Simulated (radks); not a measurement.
# Fractional charge and spin in the 3p shell of cobalt

An exercise on one series of results from a longer session: the logs are not shown, and one member is left open.

Method: non-relativistic Kohn-Sham, BLYP, spin-polarised, spherical densities, point nucleus. Code: radks (a radial shooting solver on a logarithmic mesh, Libxc functionals) version 1.

### What is computed

- element: cobalt (Z = 27)
- configuration: [Ne] 3s2 3d(up 3.5, down 3.5) 3p(up 3, down 3)

A shell typed twice in an input gives spin up, then spin down.

Set-up of the first run:

Settings of this run:

```text
Z 27
configuration [Ne] 3s2 3d3.5 3d3.5 3p3 3p3
relativity non-relativistic
functional b88,lyp
spin polarised
nucleus point
```

Among the steps run: 3p: up 3, down 3.

One of the session's tables, all rows but one given; the rest of the session is left out.

Radial moments (bohr):

| level | <r> | outermost maximum (interpolated) | 90 % within | nodes |
| --- | --- | --- | --- | --- |
| 1s | 0.05691 | 0.0375 | 0.101 | 0 |
| 2s | 0.2588 | 0.216 | 0.400 | 1 |
| 2p | 0.2262 | 0.173 | 0.370 | 0 |
| 3s | 0.7836 | 0.676 | 1.17 | 2 |
| 3p | 0.8201 | 0.681 | 1.27 | 1 |
| 3d | ? | ? | ? | ? |

Q: Estimate the row for 3d from the others.

As computed: <r>: 1.020; outermost maximum (interpolated): 0.665; 90 % within: 1.77; nodes: 0. In the column «<r>» it is the highest.
